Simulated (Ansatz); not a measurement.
# CH3Cl3OTi: how energies converge with the basis set

An exercise on one series of results from a longer session: the logs are not shown, and one member is left open.

Computed with Ansatz 0.2.0, Gaussian basis. Level: one geometry, several basis sets.

Plan: PBE0-D4/def2-SVP; ωB97M-V/def2-SVP; PBE0-D4/def2-QZVPP; ωB97M-V/def2-QZVPP; the functionals' def2-TZVPP values are taken from earlier runs.

### The relaxed structure

An earlier PBE0-D4 in a triple-zeta def2 set relaxation fixed the geometry.

SMILES `C[O][Ti]([Cl])([Cl])[Cl]`, 9 atoms, charge 0, spin multiplicity 1.

Atoms are counted from 1 here; the program's logs count them from 0.

Bond lengths: C1–O2 1.395 Å, C1–H7 1.093 Å, C1–H8 1.093 Å, C1–H9 1.093 Å, O2–Ti3 1.719 Å, Ti3–Cl4 2.187 Å, Ti3–Cl5 2.187 Å, Ti3–Cl6 2.187 Å. Angles: O2–C1–H7 109.4°, O2–C1–H8 109.4°, O2–C1–H9 109.4°, H7–C1–H8 109.5°, H7–C1–H9 109.5°, H8–C1–H9 109.5°, C1–O2–Ti3 179.9°, O2–Ti3–Cl4 108.6°, O2–Ti3–Cl5 108.6°, O2–Ti3–Cl6 108.6°, Cl4–Ti3–Cl5 110.3°, Cl4–Ti3–Cl6 110.3°, Cl5–Ti3–Cl6 110.3°.

The first run:

Input file in.yaml:

```yaml
crystal:
  periodic: [false, false, false]
  atoms:
    - {symbol: C, position_ang: [0.275865, -1.394594, 0.847478]}
    - {symbol: O, position_ang: [0.051308, -0.220714, 0.128872]}
    - {symbol: Ti, position_ang: [-0.225985, 1.226770, -0.755204]}
    - {symbol: Cl, position_ang: [-1.893958, 0.895580, -2.130840]}
    - {symbol: Cl, position_ang: [1.590048, 1.723123, -1.868683]}
    - {symbol: Cl, position_ang: [-0.711910, 2.824906, 0.657091]}
    - {symbol: H, position_ang: [1.296845, -1.740308, 0.668957]}
    - {symbol: H, position_ang: [-0.431270, -2.161099, 0.521557]}
    - {symbol: H, position_ang: [0.137558, -1.200064, 1.913671]}
basis:
  gaussian: {orbitals: def2-SVP}
hamiltonian: {xc: pbe0, dispersion: d4}
output: {orbitals: {seedname: orbitals}}
```

Started as:

```bash
ansatz run in.yaml --threads 8 --pin off --events-out ev --progress --plain --max-ram 18278MiB
```

Among the steps run: PBE0-D4 in def2-SVP; ωB97M-V in def2-SVP; PBE0-D4 in def2-QZVPP; ωB97M-V in def2-QZVPP.

One of the session's tables, all rows but one given; the rest of the session is left out.

It belongs to the step «Density functionals: the series». 

```
functional       basis  HOMO (eV)  LUMO (eV)
   PBE0-D4    def2-SVP          ?          ?
   PBE0-D4  def2-TZVPP      -9.06      -2.91
   PBE0-D4  def2-QZVPP      -9.09      -2.93
   ωB97M-V    def2-SVP     -11.02      -0.75
   ωB97M-V  def2-TZVPP     -11.24      -0.78
   ωB97M-V  def2-QZVPP     -11.28      -0.83
```

**Question.** Estimate the row for PBE0-D4, def2-SVP.

**Answer.** HOMO (eV): -8.90; LUMO (eV): -2.92. In the column «HOMO (eV)» it is the highest.
